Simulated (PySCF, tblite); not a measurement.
# CH5B2BrO: geometry, infrared bands, NMR shifts and spin-spin couplings

Wanted: the infrared bands, NMR shifts and spin-spin couplings of CH5B2BrO (`CBOBBr`), by calculation.

Computed with tblite 0.8.0 and PySCF 2.14.0, with density-fitted response routines of our own, on a single molecule in the gas phase. Atoms are numbered from 0 throughout.

## Step 1: Starting geometry

10 atoms, charge 0, multiplicity 1; geometry from: force field or distance geometry start.

Bonds of the start (Å): C0–B1 1.57, B1–O2 1.48, O2–B3 1.47, B3–Br4 1.99, C0–H5 1.12, C0–H6 1.11, C0–H7 1.11, B1–H8 1.18, B3–H9 1.18.

## Step 2: Optimising the geometry with GFN2-xTB

Job settings and geometry (Å):

```
{"job": {"kind": "relax", "xc": "GFN2-xTB", "basis": "xTB"}, "charge": 0, "multiplicity": 1}
C     -1.410300     0.486500     0.157300
B     -0.419000    -0.713500     0.391900
O      0.838400    -0.515300     1.151000
B      1.857800    -0.244500     0.131100
Br     2.321200     1.627900    -0.357100
H     -2.397400     0.261300     0.636400
H     -1.002200     1.424600     0.589800
H     -1.563100     0.633400    -0.927800
H     -0.707600    -1.808000     0.044600
H      2.490900    -1.147600    -0.294400
```

The run is started by

```bash
> OMP_NUM_THREADS=1 python probes_run.py task.json out
```

The driver reads the jobs from task.json and runs them one after another.

The program printed:

```text
step      E/eV     max force
  0    -418.51840    4.570
  1    -418.96102    3.060
  2    -419.19801    3.427
  3    -419.30124    1.061
  4    -419.33883    0.525
  5    -419.35873    0.510
  6    -419.37713    0.521
  7    -419.41649    0.559
  8    -419.44561    0.463
  9    -419.47226    0.436
 10    -419.50397    0.511
 11    -419.54605    0.612
 12    -419.59026    0.598
 13    -419.62739    0.483
 14    -419.64896    0.464
 15    -419.66956    0.450
 16    -419.69614    0.471
 17    -419.71737    0.398
 18    -419.72844    0.253
 19    -419.73673    0.255
 20    -419.74473    0.348
 21    -419.74964    0.489
 22    -419.75739    0.379
 23    -419.76561    0.196
 24    -419.77092    0.162
 25    -419.77511    0.196
 26    -419.77987    0.205
 27    -419.78548    0.180
 28    -419.79078    0.171
 29    -419.79438    0.157
 30    -419.79680    0.131
 31    -419.79925    0.170
 32    -419.80289    0.193
 33    -419.80854    0.280
 34    -419.81683    0.368
 35    -419.82737    0.451
 36    -419.83991    0.503
 37    -419.85593    0.481
 38    -419.87060    0.359
 39    -419.87836    0.228
 40    -419.88006    0.174
 41    -419.88368    0.101
 42    -419.88484    0.078
 43    -419.88590    0.072
 44    -419.88660    0.068
 45    -419.88701    0.054
 46    -419.88737    0.050
 47    -419.88787    0.067
 48    -419.88856    0.080
 49    -419.88930    0.080
 50    -419.88993    0.077
 51    -419.89057    0.065
 52    -419.89164    0.107
 53    -419.89404    0.191
 54    -419.89917    0.311
 55    -419.90585    0.436
 56    -419.91951    0.443
 57    -419.95062    0.559
 58    -419.97339    1.096
 59    -420.00057    1.180
 60    -420.02812    0.970
 61    -420.07977    0.606
 62    -420.11126    0.641
 63    -420.13951    0.426
 64    -420.16287    0.361
 65    -420.17334    0.308
 66    -420.18568    0.458
 67    -420.19880    0.265
 68    -420.20749    0.286
 69    -420.21930    0.231
 70    -420.22357    0.186
 71    -420.22668    0.140
 72    -420.22897    0.090
 73    -420.23006    0.071
 74    -420.23095    0.090
 75    -420.23181    0.101
 76    -420.23256    0.068
 77    -420.23313    0.071
 78    -420.23360    0.070
 79    -420.23408    0.069
 80    -420.23446    0.050
 81    -420.23463    0.025
 82    -420.23469    0.015
 83    -420.23471    0.014
 84    -420.23473    0.012
 85    -420.23476    0.014
 86    -420.23481    0.016
 87    -420.23489    0.019
 88    -420.23500    0.024
 89    -420.23512    0.026
 90    -420.23523    0.022
 91    -420.23532    0.024
 92    -420.23543    0.031
 93    -420.23558    0.037
 94    -420.23584    0.044
 95    -420.23624    0.047
 96    -420.23673    0.048
 97    -420.23719    0.047
 98    -420.23761    0.069
 99    -420.23782    0.076
100    -420.23845    0.077
101    -420.23908    0.077
102    -420.24073    0.100
103    -420.24170    0.098
104    -420.24275    0.055
105    -420.23056    0.568
106    -420.24301    0.021
107    -420.24313    0.022
108    -420.24333    0.036
109    -420.24347    0.057
110    -420.24364    0.066
111    -420.24404    0.071
112    -420.24430    0.062
113    -420.24446    0.017
114    -420.24444    0.042
115    -420.24451    0.018
116    -420.24452    0.009
```

Wall time 0.79 s (1 thread of Arm Neoverse N1, shared host).

Relaxation path: (not every step is listed)

```tsv
step	energy from step 0 (eV)	largest force (eV/Å)
0	0.0000	4.5698
1	-0.4426	3.0601
2	-0.6796	3.4275
3	-0.7828	1.0615
4	-0.8204	0.5245
5	-0.8403	0.5097
6	-0.8587	0.5206
7	-0.8981	0.5590
8	-0.9272	0.4628
18	-1.2100	0.2534
28	-1.2724	0.1712
38	-1.3522	0.3589
48	-1.3702	0.0803
58	-1.4550	1.0960
68	-1.6891	0.2861
78	-1.7152	0.0703
88	-1.7166	0.0239
98	-1.7192	0.0687
108	-1.7249	0.0365
111	-1.7256	0.0714
112	-1.7259	0.0619
113	-1.7261	0.0166
114	-1.7260	0.0424
115	-1.7261	0.0181
116	-1.7261	0.0090
```

Distances of close pairs at the start and the end, largest changes first:

```tsv
bond	before (Å)	after (Å)	change (Å)
O2–B3	1.467	1.290	-0.177
B1–O2	1.482	1.313	-0.169
B3–Br4	1.990	1.901	-0.089
C0–H5	1.120	1.088	-0.032
C0–H6	1.111	1.089	-0.022
C0–H7	1.106	1.087	-0.018
C0–B1	1.574	1.586	+0.012
B3–H9	1.182	1.177	-0.006
```

The final coordinates are the input of the step that follows.

## Step 3: Harmonic vibrations with GFN2-xTB

Job settings and geometry (Å):

```
{"job": {"kind": "ir", "xc": "GFN2-xTB", "basis": "xTB"}, "charge": 0, "multiplicity": 1}
C     -1.586437     0.392665    -0.000361
B     -0.443619    -0.463503     0.688881
O      0.789344    -0.421601     0.239609
B      2.006429    -0.279636    -0.164402
Br     3.078947     1.087352     0.606161
H     -2.419792    -0.239523    -0.298433
H     -1.990578     1.116483     0.705106
H     -1.245224     0.938192    -0.877048
H     -0.666641    -1.160147     1.614121
H      2.486452    -0.965628    -0.990998
```

The program printed:

```text
mode    cm-1     km/mol
  1      61.4      2.09
  2      81.1      1.73
  3     134.8      2.23
  4     189.5      6.14
  5     324.9      7.74
  6     416.9      5.64
  7     635.3     17.85
  8     640.6     19.06
  9     730.8     77.38
 10     789.4     21.98
 11     881.4    122.71
 12     984.9     44.70
 13     991.6      7.33
 14    1077.7    221.91
 15    1209.1     53.66
 16    1380.5     41.32
 17    1481.7      4.14
 18    1485.9     28.77
 19    1580.5    622.26
 20    2554.6    145.35
 21    2582.6     99.78
 22    3020.4     18.41
 23    3035.8     24.54
 24    3038.9     21.75
```

It took 0.29 s on 1 thread of Arm Neoverse N1, shared host.

Which atoms move in the most intense modes:

```tsv
cm⁻¹	km/mol	atoms
731	77.4	H9 61 %, B3 25 %
881	122.7	B1 26 %, H5 19 %, H6 19 %, H8 18 %
985	44.7	B1 35 %, H7 20 %, C0 14 %, H8 11 %
1078	221.9	H9 62 %, H8 21 %
1209	53.7	B1 46 %, B3 23 %, H8 18 %
1580	622.3	O2 57 %, B3 23 %, B1 17 %
2555	145.3	H8 92 %
2583	99.8	H9 92 %
```

## Step 4: Shielding tensors: PBE0/pcSseg-1

The job, as its differences from that of step 3:

```diff
@@ -1,2 +1,2 @@
-{"job": {"kind": "ir", "xc": "GFN2-xTB", "basis": "xTB"}, "charge": 0, "multiplicity": 1}
+{"job": {"kind": "nmr", "xc": "PBE0", "basis": "pcSseg-1"}, "charge": 0, "multiplicity": 1}
 C     -1.586437     0.392665    -0.000361
```

Level: GIAO PBE0/pcSseg-1 NMR shielding, non-relativistic, gas phase.

The program printed:

```text
coarse grid: 40416 points
cycle   1  E = -2739.4383125093  dE = -6.409e-01  |g| = 9.173e-01  |ddm| = 2.714e+00
cycle   2  E = -2739.3350091667  dE =  1.033e-01  |g| = 1.037e+00  |ddm| = 8.815e-01
cycle   3  E = -2739.5072148426  dE = -1.722e-01  |g| = 2.776e-01  |ddm| = 6.917e-01
cycle   4  E = -2739.5200707563  dE = -1.286e-02  |g| = 5.332e-02  |ddm| = 1.692e-01
cycle   5  E = -2739.5206478968  dE = -5.771e-04  |g| = 1.499e-02  |ddm| = 4.542e-02
cycle   6  E = -2739.5206996017  dE = -5.170e-05  |g| = 2.516e-03  |ddm| = 1.148e-02
cycle   7  E = -2739.5207004135  dE = -8.118e-07  |g| = 7.815e-04  |ddm| = 2.761e-03
final grid: 84768 points
cycle   8  E = -2739.5206984870  dE =  5.412e-08  |g| = 1.007e-03  |ddm| = 1.968e-03
cycle   9  E = -2739.5206983741  dE =  1.129e-07  |g| = 1.259e-03  |ddm| = 2.127e-03
cycle  10  E = -2739.5206987077  dE = -3.336e-07  |g| = 6.110e-05  |ddm| = 1.142e-03
cycle  11  E = -2739.5206987084  dE = -7.431e-10  |g| = 1.662e-05  |ddm| = 4.768e-05
converged SCF energy = -2739.5206987084

GIAO shielding tensors (ppm)
atom      isotropic    diamagn.    paramagn.     s11        s22        s33       span
  0 C      175.893     253.923     -78.030    158.019    175.629    194.032     36.013
  1 B       54.077     194.224    -140.147     -6.059     62.745    105.545    111.604
  2 O       20.505     388.739    -368.235    -73.666     64.905     70.275    143.941
  3 B       65.355     194.261    -128.906     31.908     62.799    101.357     69.449
  4 Br    2270.993    3124.618    -853.625   1738.147   2385.258   2689.575    951.428
  5 H       30.865      29.806       1.059     27.564     28.211     36.821      9.258
  6 H       30.891      29.944       0.947     27.644     28.630     36.398      8.753
  7 H       31.262      32.243      -0.981     27.426     30.447     35.914      8.489
  8 H       26.037      29.340      -3.303     24.339     25.531     28.242      3.903
  9 H       25.778      28.468      -2.690     22.437     23.487     31.411      8.974
```

It took 25 s on 1 thread of Arm Neoverse N1, shared host; peak memory 0.62 GiB.

Shifts follow as δ = σ(reference) − σ, with reference shieldings (ppm) from runs at the same level and on the same kind of geometry: ¹H TMS 31.72, ¹³C TMS 186.9, ¹⁷O H2O 336.1, ¹¹B BF3·OEt2 100.1, ⁷⁹Br HBr 2622. The references are single molecules in the gas phase, so shifts against H2O, NH3, PH3, H3PO4 or CFCl3 are not on the usual liquid scales and can be off by tens of ppm. Atoms listed in one row are averaged.

```tsv
atoms	environment	σ (ppm)	δ (ppm)	δ scaled to CDCl3
C0	methyl carbon bonded to B	175.9	11.0	8.9
H9	hydrogen on a boron bonded to Br, O	25.78	5.94	–
H8	hydrogen on a boron bonded to C, O	26.04	5.68	–
H5, H6, H7	hydrogen on a methyl carbon bonded to B	31.01	0.71	0.78
B1	boron bonded to C, O, H	54.1	46.0	–
B3	boron bonded to Br, O, H	65.4	34.7	–
O2	oxygen bonded to 2 B	20.5	315.6	–
Br4	bromine bonded to B	2271	351	–
```

The scaled column applies a straight-line fit of computed shieldings to shifts measured in CDCl3, with any fitted terms for Cl, Br or S neighbours (root-mean-square error 0.16 ppm for H, 1.9 ppm for C).

The run also stored atomic charges by several schemes (e):

```tsv
atoms	Mulliken	IAO	Hirshfeld	ESP fit
C0	-0.53	-0.60	-0.20	-0.64
B1	0.37	0.31	0.23	0.48
O2	-0.32	-0.32	-0.16	-0.13
B3	0.35	0.16	0.18	0.11
Br4	-0.25	-0.05	-0.08	-0.13
```

Mayer bond orders: C0–B1 1.03, B1–O2 1.14, O2–B3 1.23, B3–Br4 1.10.

Orbitals, density, ELF and potential are computed afterwards from the orbital file.

Frontier orbitals at PBE0/pcSseg-1, with the share of their density that lies nearest to each atom:

```tsv
orbital	energy (eV)	lies on
HOMO	-8.34	Br4 89 %; H9 6 %
LUMO	-0.59	B3 51 %; H9 16 %; Br4 14 %
```

ELF in a plane through or near 4 of the atoms.

Values, 10 rows by 14 columns:
```
0.00 0.00 0.00 0.00 0.00 0.00 0.00 0.00 0.00 0.00 0.00 0.00 0.00 0.00
0.00 0.00 0.00 0.00 0.00 0.00 0.00 0.02 0.02 0.00 0.00 0.00 0.00 0.00
0.00 0.00 0.00 0.00 0.00 0.00 0.05 0.98 0.99 0.23 0.00 0.00 0.00 0.00
0.00 0.00 0.00 0.02 0.06 0.30 0.12 0.88 0.97 0.08 0.01 0.00 0.00 0.00
0.00 0.00 0.03 0.20 0.23 0.84 0.72 0.29 0.48 0.33 0.48 0.07 0.00 0.00
0.00 0.15 0.27 0.42 0.09 0.55 0.78 0.21 0.78 0.23 0.66 0.11 0.00 0.00
0.00 0.22 0.53 0.46 0.48 0.16 0.08 0.07 0.96 0.72 0.19 0.03 0.00 0.00
0.00 0.03 0.32 0.43 0.23 0.03 0.00 0.18 0.96 0.64 0.04 0.00 0.00 0.00
0.00 0.00 0.00 0.00 0.00 0.00 0.00 0.00 0.00 0.00 0.00 0.00 0.00 0.00
0.00 0.00 0.00 0.00 0.00 0.00 0.00 0.00 0.00 0.00 0.00 0.00 0.00 0.00
```
The map spans 11.1 Å across and 8.8 Å up, centred on the molecule. Atoms in the plane (x, y in Å): C0 (1.6, -0.4), B1 (0.4, 0.7), O2 (-0.8, 0.4), B3 (-2.0, 0.0).

On the surface of density 0.002 e/bohr³ the electrostatic potential runs, from the 1st to the 99th percentile, from -0.53 V near Br4 to 1.30 V near B1.

## Step 5: J couplings: B3LYP/pcSseg-1+pcJ-1

The job, as its differences from that of step 4:

```diff
@@ -1,2 +1,2 @@
-{"job": {"kind": "nmr", "xc": "PBE0", "basis": "pcSseg-1"}, "charge": 0, "multiplicity": 1}
+{"job": {"kind": "j", "xc": "B3LYP", "basis": "pcJ-1"}, "charge": 0, "multiplicity": 1}
 C     -1.586437     0.392665    -0.000361
```

Level: B3LYP/pcJ-1 Br:pcSseg-1 indirect spin-spin coupling, non-relativistic, gas phase.

The program printed:

```text
coarse grid: 40416 points
cycle   1  E = -2739.9946614321  dE = -6.762e-01  |g| = 1.005e+00  |ddm| = 2.589e+00
cycle   2  E = -2739.8137878778  dE =  1.809e-01  |g| = 1.277e+00  |ddm| = 1.031e+00
cycle   3  E = -2740.0781424307  dE = -2.644e-01  |g| = 3.334e-01  |ddm| = 8.323e-01
cycle   4  E = -2740.0959693813  dE = -1.783e-02  |g| = 7.186e-02  |ddm| = 2.023e-01
cycle   5  E = -2740.0970093173  dE = -1.040e-03  |g| = 2.206e-02  |ddm| = 5.934e-02
cycle   6  E = -2740.0971166205  dE = -1.073e-04  |g| = 3.445e-03  |ddm| = 1.584e-02
cycle   7  E = -2740.0971180822  dE = -1.462e-06  |g| = 1.193e-03  |ddm| = 3.869e-03
final grid: 84768 points
cycle   8  E = -2740.0970932566  dE =  2.450e-07  |g| = 1.652e-03  |ddm| = 3.058e-03
cycle   9  E = -2740.0970927512  dE =  5.054e-07  |g| = 2.249e-03  |ddm| = 3.743e-03
cycle  10  E = -2740.0970938930  dE = -1.142e-06  |g| = 1.129e-04  |ddm| = 2.092e-03
cycle  11  E = -2740.0970938954  dE = -2.385e-09  |g| = 3.128e-05  |ddm| = 8.392e-05
cycle  12  E = -2740.0970938956  dE = -1.892e-10  |g| = 5.408e-06  |ddm| = 2.439e-05
converged SCF energy = -2740.0970938956

Indirect spin-spin couplings (Hz)
  i      j    bonds     total        FC       PSO       DSO        SD
  0 C    1 B    1     56.549    57.786    -1.837     0.218     0.382
  0 C    2 O    2     -2.288    -2.896     0.613    -0.005         -
  0 C    3 B    3      0.361     0.369     0.035    -0.055     0.012
  0 C    5 H    1    124.071   121.753     1.797     0.520         -
  0 C    6 H    1    122.617   120.260     1.826     0.531         -
  0 C    7 H    1    127.272   125.098     1.615     0.559         -
  0 C    8 H    2     16.095    16.307    -0.031    -0.182         -
  0 C    9 H    4     -0.645    -0.638     0.159    -0.167         -
  1 B    2 O    1    -29.643   -34.988     5.842    -0.147    -0.350
  1 B    3 B    2      7.521     7.582     0.174    -0.308     0.072
  1 B    5 H    2     -4.147    -4.127    -0.017    -0.146     0.143
  1 B    6 H    2     -4.012    -4.103     0.039    -0.120     0.173
  1 B    7 H    2     -7.071    -6.822    -0.067    -0.219     0.038
  1 B    8 H    1    147.997   147.874    -1.371     0.998     0.496
  1 B    9 H    3      1.455     1.440     0.553    -0.552     0.014
  2 O    3 B    1    -38.290   -43.003     5.570    -0.199    -0.658
  2 O    5 H    3     -2.823    -2.927    -0.034     0.138         -
  2 O    6 H    3     -2.890    -2.964    -0.046     0.120         -
  2 O    7 H    3     -3.835    -3.962     0.204    -0.078         -
  2 O    8 H    2     -8.821    -9.581     0.694     0.066         -
  2 O    9 H    2    -11.913   -12.391     0.417     0.060         -
  3 B    5 H    4     -0.280    -0.347     0.384    -0.316    -0.001
  3 B    6 H    4      0.204     0.155     0.346    -0.294    -0.004
  3 B    7 H    4      0.213     0.032     0.088     0.043     0.050
  3 B    8 H    3      1.773     1.587     0.593    -0.445     0.038
  3 B    9 H    1    197.325   196.370    -1.243     1.587     0.612
  5 H    6 H    2    -20.017   -20.231     2.912    -2.697         -
  5 H    7 H    2    -13.516   -13.718     2.971    -2.768         -
  5 H    8 H    3      0.711     0.723     0.542    -0.553         -
  5 H    9 H    5      1.164     1.144     0.674    -0.654         -
  6 H    7 H    2    -14.679   -14.906     2.927    -2.700         -
  6 H    8 H    3      0.049     0.042     0.649    -0.642         -
  6 H    9 H    5      0.463     0.510     0.996    -1.043         -
  7 H    8 H    3      8.072     8.135     2.100    -2.163         -
  7 H    9 H    5      0.216     0.136     0.260    -0.179         -
  8 H    9 H    4     -1.610    -1.640     1.087    -1.057         -
```

It took 44 s on 1 thread of Arm Neoverse N1, shared host; peak memory 0.83 GiB.

A choice of the couplings up to four bonds, sorted by the number of bonds, with means over like pairs; isotopes 11B, 13C, 1H, 17O:

```tsv
pair	bonds	J (Hz)	Fermi contact (Hz)
B3–H9	1	197.3	196.4
B1–H8	1	148.0	147.9
C0–H5	1	124.7	122.4
C0–B1	1	56.5	57.8
O2–B3	1	-38.3	-43.0
B1–O2	1	-29.6	-35.0
C0–H8	2	16.1	16.3
H5–H6	2	-16.1	-16.3
O2–H9	2	-11.9	-12.4
O2–H8	2	-8.8	-9.6
B1–B3	2	7.5	7.6
B1–H5	2	-5.1	-5.0
C0–O2	2	-2.3	-2.9
O2–H5	3	-3.2	-3.3
H5–H8	3	2.9	3.0
B3–H8	3	1.8	1.6
B1–H9	3	1.5	1.4
H8–H9	4	-1.6	-1.6
```

The spin-dipole term was solved for some atoms only; pairs without it lack that part.

The response was solved for the nuclei of B, C, H alone, so couplings that need other nuclei can be missing.

Quadrupole couplings from the field gradients of the same density:

```tsv
atom	isotope	eQq/h (MHz)	η
Br4	79Br	304.9	0.53
O2	17O	-4.917	0.02
B1	11B	4.221	0.54
B3	11B	3.056	0.73
```

Joined with the shifts from before (PBE0/pcSseg-1, unscaled), the couplings predict the line list below for 500 MHz. Couplings to quadrupolar nuclei are left out.

¹H NMR δ 5.94 (br, 1H), 5.68 (br, 1H), 0.71 (m, 3H).

## Step 6: What came out

| quantity | value |
| --- | --- |
| strongest single infrared mode (GFN2-xTB) | 1580 cm⁻¹, 622 km/mol |
| zero-point energy (GFN2-xTB) | 41.9 kcal/mol |
| ¹³C shifts against TMS (PBE0/pcSseg-1) | 11.0 ppm |
| ¹H shifts against TMS (PBE0/pcSseg-1, means over atoms taken as alike) | 5.94, 5.68, 0.71 ppm |
| ¹¹B shifts against BF3·OEt2 (PBE0/pcSseg-1) | 46.0, 34.7 ppm |
| ¹⁷O shifts against H2O (PBE0/pcSseg-1) | 315.6 ppm |
| ⁷⁹Br shifts against HBr (PBE0/pcSseg-1) | 351 ppm |
| surface potential, 1st and 99th percentile | -0.53 V and 1.30 V |
| largest coupling of the table (B3LYP/pcSseg-1+pcJ-1) | ¹J(B,H) B3–H9, 197.3 Hz |

What this shows: The optimisation took 116 steps and gained 1.726 eV; among the close pairs (by a distance rule), O2–B3 changed most, from 1.467 to 1.290 Å. No mode is imaginary among the 24: a minimum at this level. The strongest single mode, at 1580 cm⁻¹, moves mainly O2. Unscaled tight-binding wavenumbers are off by several per cent, some by more. Its intensities can rank the bands wrongly. At PBE0/pcSseg-1: Shielding is most anisotropic at Br4 (span 951 ppm, paramagnetic term -854 ppm). By nearest atom (PBE0/pcSseg-1), the HOMO sits on Br4 89 %; H9 6 % and the LUMO on B3 51 %; H9 16 %. In the run at B3LYP/pcSseg-1+pcJ-1, the largest coupling of the table is B3–H9, 197.3 Hz, of which the Fermi-contact term gives 196.4 Hz. Couplings across rotatable bonds belong to this one conformer; where others are populated, the observed values are averages. Spin-orbit coupling is left out, which matters for shieldings and couplings at and beside the heavy atoms.
